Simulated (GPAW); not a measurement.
**SnH4S2 (SMILES [SH][SnH2][SH]), run twice**

Aim: energy and one-electron properties of SnH4S2 at RPBE/dzp (scalar-relativistic datasets).

The results are computed with GPAW 26.7.0.

6 further runs of the same task are left out: 1 that didn't finish, 5 set aside as unsound or not needed.

### 1 The structure to begin with

SnH4S2: 7 atoms, total charge 0, spin state singlet. SMILES: `[SH][SnH2][SH]`. The coordinates come from a PBE0-D4/def2-TZVP relaxation. This is one conformer, not always the lowest.

Bond lengths: S1–Sn2 2.402 Å, Sn2–S3 2.401 Å, S1–H4 1.343 Å, Sn2–H5 1.704 Å, Sn2–H6 1.698 Å, S3–H7 1.343 Å. Angles: S1–Sn2–S3 112.1°, S1–Sn2–H5 108.3°, S1–Sn2–H6 106.7°, S3–Sn2–H5 109.0°, S3–Sn2–H6 105.8°, Sn2–S1–H4 93.4°, Sn2–S3–H7 93.6°, H5–Sn2–H6 115.1°.

### 2 Try one

File sp.py:

```python
import numpy as np
from ase import Atoms
from ase.units import Debye
from gpaw import GPAW

# Set up the molecule
atoms = Atoms(["S", "Sn", "S", "H", "H", "H", "H"],
    positions=[[ -2.022100,  -0.487700,  -0.519500],
               [ -0.051900,   0.562200,   0.366200],
               [  1.578500,  -1.043600,   1.094400],
               [ -1.480000,  -0.658500,  -1.736400],
               [  0.631800,   1.532400,  -0.856500],
               [ -0.532600,   1.398900,   1.763700],
               [  1.937500,  -1.371800,  -0.157600]])
atoms.center(vacuum=4.5)

# GPAW settings
calc = GPAW(mode="lcao", basis="tzp", h=0.2, xc="RPBE", maxiter=66, txt="-")
atoms.calc = calc

energy = atoms.get_potential_energy()
print(f"Energy = {energy:.5f} eV")
forces = atoms.get_forces()
print("Forces (eV/Ang)")
for symbol, f in zip(atoms.symbols, forces):
    print(f'{symbol:2} {f[0]:9.4f} {f[1]:9.4f} {f[2]:9.4f}')
dipole = atoms.get_dipole_moment() / Debye
print(f"Dipole                  {np.linalg.norm(dipole):.3f} D")
homo, lumo = calc.get_homo_lumo()
print(f"HOMO = {homo:.3f} eV")
print(f"LUMO                    {lumo:.3f} eV")
print(f"Gap: {lumo - homo:.3f} eV")
```

Run with:

```bash
$ python sp.py > sp.log
```

Output:

```text
__  _  _
 | _ |_)|_||  |
 |__||  | ||/\| - 26.7.0

units:  Angstrom and eV
cores:  1
OpenMP: False

Versions:
  Python: 3.12.14
  ASE:    3.29.0
  Numpy:  2.5.5
  Scipy:  1.18.1
  Libxc:  7.0.0

        _gpaw.cpython-312-x86_64-linux-gnu.so

Input parameters:
  mode=LCAO(),
  basis={'default': 'tzp'},
  h=0.2,
  maxiter=66,
  xc=XC(name='RPBE')
FileNotFoundError: Could not find required basis set file "S.tzp.basis".

You need to set the GPAW_SETUP_PATH environment variable to point to
the directories where PAW dataset and basis files are stored.  See
```

It took 0.54 s on 1 thread of Intel Xeon Platinum 8488C (Sapphire Rapids), shared host; peak memory 0.094 GiB.

### 3 Diagnosis

The program refused the input.

The telling line is `FileNotFoundError: Could not find required basis set file "S.tzp.basis".`. The fault: a file that the run needs isn't there. To mend it: basis set dzp in place of tzp.

### 4 Try two

sp.py: that of step 2 with these lines changed.

```diff
@@ -5,3 +5,2 @@
 
-# Set up the molecule
 atoms = Atoms(["S", "Sn", "S", "H", "H", "H", "H"],
@@ -16,8 +15,7 @@
 
-# GPAW settings
-calc = GPAW(mode="lcao", basis="tzp", h=0.2, xc="RPBE", maxiter=66, txt="-")
-atoms.calc = calc
+gpaw_calc = GPAW(mode="lcao", h=0.2, maxiter=100, xc="RPBE", basis="dzp", txt="-")
+atoms.calc = gpaw_calc
 
 energy = atoms.get_potential_energy()
-print(f"Energy = {energy:.5f} eV")
+print(f"Energy: {energy:.5f} eV")
 forces = atoms.get_forces()
@@ -27,6 +25,6 @@
 dipole = atoms.get_dipole_moment() / Debye
-print(f"Dipole                  {np.linalg.norm(dipole):.3f} D")
-homo, lumo = calc.get_homo_lumo()
+print(f"Dipole = {np.linalg.norm(dipole):.3f} D")
+homo, lumo = gpaw_calc.get_homo_lumo()
 print(f"HOMO = {homo:.3f} eV")
 print(f"LUMO                    {lumo:.3f} eV")
-print(f"Gap: {lumo - homo:.3f} eV")
+print(f"Gap = {lumo - homo:.3f} eV")
```

Run with:

```bash
$ OMP_NUM_THREADS=1 python sp.py
```

Output:

```text
[...]
Number of symmetries: 1
[...]
  Number of IBZ points: 1
[...]
basis functions: 69
Spin-components: 1 (collinear spins)
Bands:           21
[...]
  Valence electrons: 30.0
[...]
  Grid points: [64 60 64]
  Charge: 0.0  # |e|
[...]
    cutoffs:
[...]
occupation numbers:
  # Zero width
[...]
xc functional:
  name: RPBE with 2 nearest neighbor stencil
[...]
|iter     |     time |      energy | eigst |  dens |
[...]
|iter:   1| 00:00:05 |  -24.359461 |      c|       |
[...]
|iter:   8| 00:00:10 |  -23.431115c|      c| -4.22c|
Converged in 8 steps
[...]
Energy contributions relative to reference atoms: (reference = -189793.082262)
Energy contributions:
  Kinetic:          39.207218
  Coulomb:         -39.496279
  Zero:              0.098698
  External:          0.000000
  Xc:              -23.240752
  Entropy:           0.000000
  Spinorbit:         0.000000
  ----------------------------
  Free energy:     -23.431115
  Extrapolated:    -23.431115
dipole moment: (0.116277, 0.186097, -0.226989)  # |e|*Ang
Fermi level: -3.561
Eigenvalues  # (at kpt = [0.000, 0.000, 0.000])
| band index |      eig [eV] | occ [0-2] |
|------------|---------------|-----------|
|          0 |       -26.389 |     2.000 |
|        ... |               |           |
|          7 |       -12.586 |     2.000 |
|          8 |        -9.833 |     2.000 |
|          9 |        -9.815 |     2.000 |
|         10 |        -8.212 |     2.000 |
|         11 |        -7.800 |     2.000 |
|         12 |        -7.515 |     2.000 |
|         13 |        -5.960 |     2.000 |
|         14 |        -5.747 |     2.000 |
|         15 |        -1.375 |     0.000 |
|         16 |        -0.255 |     0.000 |
[...]
Gap: 4.372 eV
Transition (v -> c):
[...]
Forces (eV/Ang)
S    -0.8855   -0.1937    0.4414
Sn    0.0734    0.1960   -0.0838
S     0.2605   -0.2105    0.8910
H     0.3079   -0.0903   -0.6470
H     0.1305    0.2538   -0.2455
H    -0.0994    0.1730    0.2805
H     0.1738   -0.1575   -0.6666
Dipole = 1.516 D
HOMO = -5.747 eV
LUMO                    -1.375 eV
Gap = 4.372 eV
```

Run time: 11 s. Hardware: 1 thread of Intel Xeon Platinum 8488C (Sapphire Rapids), shared host; peak memory 0.6 GiB.

### 5 Results

Level: RPBE/dzp (scalar-relativistic datasets).

| quantity | value |
| --- | --- |
| energy as printed (from the program's reference atoms) | -23.4311 eV |
| dipole moment | 1.52 D |
| HOMO energy | -5.75 eV |
| LUMO energy | -1.37 eV |
| HOMO–LUMO gap | 4.37 eV |
